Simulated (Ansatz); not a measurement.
# WO+ (quartet): wave-function methods side by side, def2-TZVPP

One table from this session's results is given with a row withheld; the runs are named, their logs left out.

The runs use Ansatz 0.2.0, Gaussian basis; def2-TZVPP, core rule «outside noble gas», up to 5 orbitals frozen.

The runs, in order: UHF; ROHF; CCSD(T) on UHF.

### The system

The geometry is a PBE0/def2-TZVP stationary point (not a proven minimum) of the parent state, kept for this charge and spin. No spin-orbit coupling is included. Elements past krypton take def2 core potentials.

2 atoms, charge 1, spin multiplicity 4.

Atoms are counted from 1 here; the program's logs count them from 0.

Bond lengths: W1–O2 1.881 Å.

Set-up of the first run:

The input, in.yaml:

```yaml
crystal:
  periodic: [false, false, false]
  atoms:
    - {symbol: W, position_ang: [0.000000, 0.000000, 0.000000]}
    - {symbol: O, position_ang: [0.000000, 0.000000, 1.880600]}
basis:
  gaussian: {orbitals: def2-TZVPP}
total_charge: 1
magnetization: {spin_polarized: true, initial_magnetization: 3}
hamiltonian: {xc: hf}
output: {orbitals: {seedname: orbitals}}
```

Launch:

```bash
> ansatz run in.yaml --threads 1 --pin off --events-out ev --progress --plain --max-ram 4096MiB --backend cpu
```

Among the steps run: UHF; ROHF; CCSD(T) on UHF.

One of the session's tables, all rows but one given; the rest of the session is left out.

| method | from UCCSD(T) (meV) |
| --- | --- |
| ROHF | +11517.9 |
| UHF | ? |
| UMP2 | +2085.9 |
| UCCSD | +575.7 |
| UCCSD(T) | 0 |

**Question.** Estimate the row for UHF.

As computed: from UCCSD(T) (meV): +9678.0. In the column «from UCCSD(T) (meV)» it lies between UMP2 (+2085.9) and ROHF (+11517.9).

To keep in mind: The determinant is far from a pure spin state, so its energy mixes those of several spin states (harmless only where they are near-degenerate, as at dissociation). Warnings: spin contamination; coupled cluster took another determinant than the lowest.
